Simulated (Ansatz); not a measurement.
# CH4OTe (SMILES OC[TeH]): one structure at several levels

One table from this session's results is given with a row withheld; the runs are named, their logs left out.

Computed with Ansatz 0.2.0, Gaussian basis. Level: single points in def2-TZVPP.

Cores are frozen in the correlated methods. Filled d shells of the heavier atoms are correlated. Core potentials replace the inner electrons past krypton, and spin-orbit coupling is left out.

### The starting structure

SMILES `OC[TeH]`, 7 atoms, charge 0, spin multiplicity 1.

Atoms are counted from 1 here; the program's logs count them from 0.

Bond lengths: O1–C2 1.376 Å, O1–H4 0.932 Å, C2–Te3 2.176 Å, C2–H5 1.076 Å, C2–H6 1.052 Å, Te3–H7 1.625 Å. Angles: C2–O1–H4 107.7°, O1–C2–Te3 113.7°, O1–C2–H5 111.5°, O1–C2–H6 109.2°, Te3–C2–H5 109.1°, Te3–C2–H6 105.6°, H5–C2–H6 107.3°, C2–Te3–H7 91.3°.

Geometry (Å):

```
O    -1.29310   -0.16340   -0.49780
C    -0.28970    0.51290    0.15700
Te    1.69190    0.15240   -0.66620
H    -1.17860   -1.07280   -0.32830
H    -0.28070    0.28500    1.20880
H    -0.45080    1.54850    0.06300
H     1.79080   -1.27790    0.09940
```

The first run:

run/in.yaml

```yaml
crystal:
  periodic: [false, false, false]
  atoms:
    - {symbol: O, position_ang: [-1.293100, -0.163400, -0.497800]}
    - {symbol: C, position_ang: [-0.289700, 0.512900, 0.157000]}
    - {symbol: Te, position_ang: [1.691900, 0.152400, -0.666200]}
    - {symbol: H, position_ang: [-1.178600, -1.072800, -0.328300]}
    - {symbol: H, position_ang: [-0.280700, 0.285000, 1.208800]}
    - {symbol: H, position_ang: [-0.450800, 1.548500, 0.063000]}
    - {symbol: H, position_ang: [1.790800, -1.277900, 0.099400]}
basis:
  gaussian: {orbitals: def2-TZVPP}
correlation: {method: ccsd_t}
output: {forces: true}
```

No record of the launch command was kept for these runs.

Among the steps run: CCSD(T)/def2-TZVPP; PBE0-D4/def2-TZVPP; wB97M-V/def2-TZVPP; r2SCAN-D4/def2-TZVPP; PBE-D4/def2-TZVPP; HSE06-D4/def2-TZVPP; SPW92/def2-TZVPP.

One table of the session follows, with a row left open; its other results are not shown here.

| method | RMS force component (eV/Å) | angle to CCSD(T) forces (°) | dipole (D) |
| --- | --- | --- | --- |
| CCSD(T) | 0.651 | reference | 1.40 |
| PBE0-D4 | 0.633 | 16.1 | 1.44 |
| wB97M-V | 0.624 | 6.1 | 1.39 |
| r2SCAN-D4 | ? | ? | ? |
| PBE-D4 | 0.835 | 14.4 | 1.40 |
| HSE06-D4 | 0.636 | 16.3 | 1.44 |
| SPW92 | 0.894 | 25.5 | 1.48 |

**Question.** Estimate the row for r2SCAN-D4.

As computed: RMS force component (eV/Å): 0.668; angle to CCSD(T) forces (°): 12.3; dipole (D): 1.48. In the column «RMS force component (eV/Å)» it lies between CCSD(T) (0.651) and PBE-D4 (0.835).
